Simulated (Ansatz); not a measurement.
Task: a polarisability from point charges of CH₅BGeTe, SMILES [TeH][CH]1[BH][GeH2]1, with the Ansatz DFT code, driven from Python. Give the script and its output. Settings (for the species named): Hartree-Fock, def2-SVPD basis, multiplicity 1.

| atom | x (Å) | y (Å) | z (Å) |
| --- | --- | --- | --- |
| Te | -1.8800 | 1.0081 | 0.6230 |
| C | -0.3688 | 0.1117 | -0.5130 |
| B | 1.0210 | 0.4692 | 0.0192 |
| Ge | 0.2655 | -1.4683 | 0.2477 |
| H | -1.6056 | 2.5508 | -0.2094 |
| H | -0.4383 | 0.1203 | -1.6203 |
| H | 1.9619 | 1.2373 | 0.2062 |
| H | 1.1281 | -2.4109 | -0.5890 |
| H | 0.0047 | -1.6643 | 1.8184 |

The script, `field_ch5bgete.py`:
```python
# -*- coding: utf-8 -*-
import ansatz as az
import numpy as np

BASIS = 'def2-SVPD'
XC = 'hf'

geometry_ang = [
    ('Te', [-1.88, 1.0081, 0.623]),
    ('C', [-0.3688, 0.1117, -0.513]),
    ('B', [1.021, 0.4692, 0.0192]),
    ('Ge', [0.2655, -1.4683, 0.2477]),
    ('H', [-1.6056, 2.5508, -0.2094]),
    ('H', [-0.4383, 0.1203, -1.6203]),
    ('H', [1.9619, 1.2373, 0.2062]),
    ('H', [1.1281, -2.4109, -0.589]),
    ('H', [0.0047, -1.6643, 1.8184]),
]
geometry = az.Crystal.molecule()
for symbol, xyz in geometry_ang:
    geometry = geometry.atom(symbol, xyz)

model = geometry.calculation()
model = model.basis(gaussian=BASIS)
model = model.functional(XC).forces()
centre = np.mean([site.position_ang for site in geometry.cartesian_sites], axis=0)
field = 2 * 14.399645 * 2.0 / 25.0 ** 2


def dipole(axis, sign):
    arm = 25.0 * np.eye(3)[axis]
    pair = [{'charge': sign * 2.0, 'position_ang': (centre - arm).tolist()}, {'charge': -sign * 2.0, 'position_ang': (centre + arm).tolist()}]
    deck = model.input().set(az.key.basis.gaussian.point_charges, pair)
    return np.array(az.Session.from_dict(deck).plan().execute().report['charge_distribution']['dipole_moment_e_ang'])


print(f'field {field:.4f} V/A')
alpha = np.array([(dipole(axis, 1) - dipole(axis, -1)) / (2 * field) * 14.399645 for axis in range(3)])
print('polarisability tensor (A^3)')
print(np.array2string(alpha, precision=3, suppress_small=True))
print(f'mean {np.trace(alpha) / 3:.3f} A^3 = {np.trace(alpha) / 3 / 0.14818471:.2f} bohr^3')
```

```console
$ python field_ch5bgete.py
field 0.0922 V/A
polarisability tensor (A^3)
[[15.816 -1.226 -0.486]
 [-1.231 17.588 -0.134]
 [-0.48  -0.14  12.133]]
mean 15.179 A^3 = 102.43 bohr^3
```

What to keep in mind:
- The geometry is a force-field or estimated start, not a minimum of this method, and the basis set is short of its limit. The field of two point charges is only nearly even.
- def2 sets replace the cores of elements past krypton by effective core potentials.
- Wall time of the script: 71 s on 1 thread of Intel(R) Xeon(R) Platinum 8259CL CPU @ 2.50GHz (Skylake/Cascade Lake), on a shared host, peak memory 0.49 GiB.

(A comment or docstring line of the script was reworded after the run, the code is as it ran; lines on the test bed's own set-up are left out of the output.)
